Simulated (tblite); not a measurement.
# C6H14AlNS: the cost of one run

Programs: tblite 0.8.0 and PySCF 2.14.0, with density-fitted response routines of our own. Each step states its level of theory. These are calculated values for one molecule in the gas phase, unless marked as measured. Atoms count from 0, in the outputs and in this text.

## Step 1: Starting geometry

23 atoms, charge 0, multiplicity 1; geometry from: force field or distance geometry start.

Bonds of the start (Å): C0–S1 1.81, S1–Al2 2.29, Al2–C3 1.98, C3–C4 1.54, C4–C5 1.53, Al2–N6 1.86, N6–C7 1.43, N6–C8 1.43, C5–C3 1.48, C0–H9 1.11, C0–H10 1.14, C0–H11 1.12, C3–H12 1.12, C4–H13 1.12, C4–H14 1.08, C5–H15 1.10, C5–H16 1.13, C7–H17 1.09, C7–H18 1.13, C7–H19 1.11, C8–H20 1.10, C8–H21 1.11, C8–H22 1.12.

## Step 2: Geometry optimisation with GFN2-xTB

Job settings and geometry (Å):

```
{"job": {"kind": "relax", "xc": "GFN2-xTB", "basis": "xTB"}, "charge": 0, "multiplicity": 1}
C     -2.895100    -2.275800     0.300600
S     -1.504800    -2.179100    -0.851400
Al    -0.144600    -0.394800    -0.376800
C     -1.016900     1.381400    -0.407200
C     -1.299900     2.102400     0.918800
C     -0.300700     2.642000    -0.104200
N      1.651500    -0.782400    -0.065100
C      2.425000     0.181700     0.649200
C      2.322100    -1.539800    -1.071800
H     -2.596900    -2.262100     1.366500
H     -3.512400    -3.203500     0.084100
H     -3.558700    -1.408900     0.035300
H     -1.919600     1.456100    -1.068700
H     -2.261000     2.680800     0.954900
H     -0.954800     1.665900     1.847400
H      0.743900     2.688500     0.242400
H     -0.716400     3.523700    -0.667900
H      1.857800     0.846000     1.303200
H      3.106200    -0.403100     1.329300
H      3.093900     0.716200    -0.063900
H      3.381000    -1.761200    -0.848500
H      2.264600    -1.107200    -2.097800
H      1.831100    -2.539600    -1.125100
```

Run with:

```bash
> OMP_NUM_THREADS=1 python probes_run.py task.json out
```

One launch serves the whole session: the jobs run in the order shown.

**Question.** How long does this first job take on 1 thread of Intel Xeon 6975P-C, shared host, and how much memory does it need?

About 1.6 s, with a peak of 0.18 GiB.
